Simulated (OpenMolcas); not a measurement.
**Fe³⁺ among point charges: CASSCF and CASPT2 levels and susceptibility**

Aim: the splitting of the states of Fe³⁺ in the field of 5 point charges, its lowest levels with spin-orbit coupling and its magnetic susceptibility.

Method: state-averaged CASSCF and CASPT2, spin-orbit coupling by RASSI with atomic mean-field integrals. Code: OpenMolcas 26.06.

## Step 1: What is computed

| Quantity | Value |
| --- | --- |
| Species | Fe³⁺ (iron, Z = 26, 23 electrons) |
| Basis | ANO-RCC-VDZP [5s4p2d1f], 34 functions |
| Scalar Hamiltonian | DKH2, point nucleus |
| Inactive shells | 1s 2s 2p 3s 3p |
| Active space | 5 electrons in 5 orbitals (3d) |
| Some configurations of this space | 3d⁵ |
| Orbitals | optimised for each spin and parity, averaged over all roots |

Outer shells as boxes (Hund's rule):

3d5
```
3d [↑ ][↑ ][↑ ][↑ ][↑ ]
```

The ion sits among 5 point charges of -1.69 e arranged as a square pyramid (C4v), 1.78 Å from the ion, with the axial distance 1.673 Å.

Each step is its own input file, run in one work folder so that later steps find the files of earlier ones. Labels, J, g values, rates, χT and fits are worked out afterwards by a script from the matrices that RASSI stores.

## Step 2: One- and two-electron integrals

File a.inp:

```
&GATEWAY
Coord
1

Fe 0.0 0.0 0.0
Basis=ANO-RCC-VDZP
Group=NoSym
NoMove
AngMom=0.0 0.0 0.0
AMFI
XField
5 Angstrom 0
1.780000 0.000000 0.000000 -1.690000
0.000000 1.780000 0.000000 -1.690000
-1.780000 0.000000 0.000000 -1.690000
0.000000 -1.780000 0.000000 -1.690000
0.000000 0.000000 1.673200 -1.690000
&SEWARD
```

Launch:

```
$ OMP_NUM_THREADS=1 MOLCAS_MEM=1689 MOLCAS_PROJECT=a pymolcas a.inp > a.log
```

## Step 3: CASSCF: sextets, 1 root

File a.inp:

```
&RASSCF
FileOrb=start.orb
Symmetry=1
Spin=6
nActEl=5 0 0
Inactive=9
Ras2=5
CIRoot=1 1 1
SDav=1
CIMx=300
Iter=120 100
PrWF=0.3
OrbListing=Nothing
MaxOrb=0
>>> COPY $Project.JobIph JOB001
```

start.orb holds the contracted functions of the basis, ordered by shell, or the orbitals of the step before.

## Step 4: CASSCF: quartets, 24 roots

File a.inp:

```
&RASSCF
FileOrb=start.orb
Symmetry=1
Spin=4
nActEl=5 0 0
Inactive=9
Ras2=5
CIRoot=24 24 1
SDav=24
CIMx=300
Iter=120 100
PrWF=0.3
OrbListing=Nothing
MaxOrb=0
>>> COPY $Project.JobIph JOB002
```

## Step 5: CASSCF: doublets, 75 roots

File a.inp:

```
&RASSCF
FileOrb=start.orb
Symmetry=1
Spin=2
nActEl=5 0 0
Inactive=9
Ras2=5
CIRoot=75 75 1
SDav=75
CIMx=300
Iter=120 100
PrWF=0.3
OrbListing=Nothing
MaxOrb=0
>>> COPY $Project.JobIph JOB003
```

## Step 6: RASSI: spin-orbit coupling between the states

File a.inp:

```
&RASSI
NrOfJobIphs=3 1 24 75
1
1 2 3 4 5 6 7 8 9 10 11 12 13 14 15 16 17 18 19 20 21 22 23 24
1 2 3 4 5 6 7 8 9 10 11 12 13 14 15 16 17 18 19 20 21 22 23 24 25 26 27
28 29 30 31 32 33 34 35 36 37 38 39 40 41 42 43 44 45 46 47 48 49 50 51
52 53 54 55 56 57 58 59 60 61 62 63 64 65 66 67 68 69 70 71 72 73 74 75
IphNames
JOB001
JOB002
JOB003
EJob
SpinOrbit
DIPRint=1.0
SOCoupling=1000.0
Subsets=2
Property=9
'ANGMOM' 1 'ANGMOM' 2 'ANGMOM' 3 'MLTPL  1' 1 'MLTPL  1' 2 'MLTPL  1' 3
'AMFI' 1 'AMFI' 2 'AMFI' 3
SOProperty=3
'ANGMOM' 1 'ANGMOM' 2 'ANGMOM' 3
```

## Step 7: CASPT2: IPEA 0.25, imaginary shift 0.1 (closed shells correlated: 3s 3p)

File a.inp:

```
>>> COPY JOB001 $Project.JobIph
&CASPT2
Multistate=1 1
Frozen=5
IPEA=0.25
Imaginary=0.1
MaxIter=60
WThr=0.0 0.3 0.05
PrWF=0.5
NoMix
>>> COPY JOB002 $Project.JobIph
&CASPT2
Multistate=24 1 2 3 4 5 6 7 8 9 10 11 12 13 14 15 16 17 18 19 20 21 22
23 24
NoMult
Frozen=5
IPEA=0.25
Imaginary=0.1
MaxIter=60
WThr=0.0 0.3 0.05
PrWF=0.5
NoMix
>>> COPY JOB003 $Project.JobIph
&CASPT2
Multistate=75 1 2 3 4 5 6 7 8 9 10 11 12 13 14 15 16 17 18 19 20 21 22
23 24 25 26 27 28 29 30 31 32 33 34 35 36 37 38 39 40 41 42 43 44 45 46
47 48 49 50 51 52 53 54 55 56 57 58 59 60 61 62 63 64 65 66 67 68 69 70
71 72 73 74 75
NoMult
Frozen=5
IPEA=0.25
Imaginary=0.1
MaxIter=60
WThr=0.0 0.3 0.05
PrWF=0.5
NoMix
```

(Steps that only read results are left out.)

**Question.** What will these runs give? Wanted: spin-free ground state; lowest level; next level.

The runs gave:

```
                 quantity                                                                        value
                   method  SS-CASPT2, IPEA 0.25, imaginary shift 0.1 (closed shells correlated: 3s 3p)
   spin-free ground state                                           sextet, 1-fold in its orbital part
             lowest level                                                                       6-fold
               next level                                                                 31287.7 cm⁻¹
              χT at 300 K                                                               4.39 cm³ K/mol
effective moment at 300 K                                                                      5.92 μB
```

Cost by method:

```tsv
method	time of its own steps	time with the reference
A. CASSCF	31 s	31 s
B. SS-CASPT2, IPEA 0.25, imaginary shift 0.1, +3s 3p	9.4 s	40 s
```

Times are of one thread on a shared host.

The spin-free ground state (sextet) comes to 100 % from free-ion S terms and keeps the highest spin of the shell. χT at 300 K is 4.39, against 4.39 cm³ K/mol for the spin alone, as a half-filled shell (L = 0) has no orbital moment. An active space of the d shell alone favours high spin; real ions in strong fields can be low spin. The field of point charges can differ much from that of real complexes. With metal d orbitals alone active, the gaps between spin states are rough; where two lie within a few thousand cm-1, their order is open. Point charges carry no covalency, so the field is a model and not that of real ligands.
